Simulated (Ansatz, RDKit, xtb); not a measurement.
# Si4H9: a search for the lowest isomer

Given the formula Si4H9 (odd number of electrons) and nothing else, which arrangement of the atoms is the most stable in the gas at 400 K, and what are its properties?

The funnel: GFN2-xTB relaxations, single points with a density functional, relaxations at B3LYP/6-31G*, harmonic vibrations, and a last energy at a higher level. All values are calculated.

5 further runs of the same task are left out: 1 that didn't finish, 4 set aside as unsound or not needed.

## Step 1: Drawing up candidates

A program enumerates the bonding patterns with one Lewis structure each (two rings at most, one unusual centre or charged pair), with their diastereomers. O–O, O–halogen and N–halogen bonds and N–N–N chains are not drawn. That gives 4 candidates.

| label | SMILES | spin |
| --- | --- | --- |
| c319 | [SiH2][SiH2][SiH2][SiH3] | doublet |
| c523 | [SiH2][SiH]([SiH3])[SiH3] | doublet |
| c564 | [SiH3][Si]([SiH3])[SiH3] | doublet |
| c769 | [SiH3][SiH][SiH2][SiH3] | doublet |

Candidates are built by distance geometry, with a force field where one applies, in up to four conformers (letters a to d). 4 starts with atoms placed at random are added, to find patterns that the rules miss.

**Question.** With final energies at CCSD(T)/def2-SVP + MP2/def2-TZVPP - MP2/def2-SVP, which structure will this search put lowest in free energy, and by what margin?

| quantity | value |
| --- | --- |
| lowest structure found | [SiH3][Si]([SiH3])[SiH3], doublet, C3v |
| next finalist | [SiH3][SiH][SiH2][SiH3], doublet, 2.7 kcal/mol higher in G |
| share at equilibrium, among the finalists | 96.0 % |
| harmonic wavenumbers, lowest and highest (B3LYP/6-31G*) | 41 and 2247 cm⁻¹ |
| rotational constants, same geometry | 0.06098, 0.06096, 0.03206 cm⁻¹ |
| dipole moment (PBE0/def2-TZVPD) | 0.01 D |
| HOMO energy (highest over α and β) (PBE0/def2-TZVPD) | -6.14 eV |
| LUMO energy (lowest over α and β) (PBE0/def2-TZVPD) | -3.01 eV |
| vertical ionisation energy (to the singlet cation) | 7.83 eV |
| vertical electron affinity | 1.60 eV |
| vertical quartet less doublet | +5.64 eV |

The search ends on `[SiH3][Si]([SiH3])[SiH3]`. The margin, 2.7 kcal/mol, is modest. GFN2-xTB, HF/STO-3G, r2SCAN-D4/def2-SVP, B3LYP/6-31G*, HF/def2-SVP and MP2/def2-SVP already put its bonding pattern lowest among the structures in one piece. 3 minima inside the window were never screened. The search is not exhaustive (a finite list of starts, one conformer a finalist), so a lower isomer can't be ruled out. Patterns outside the rules of the enumeration were met only by chance.
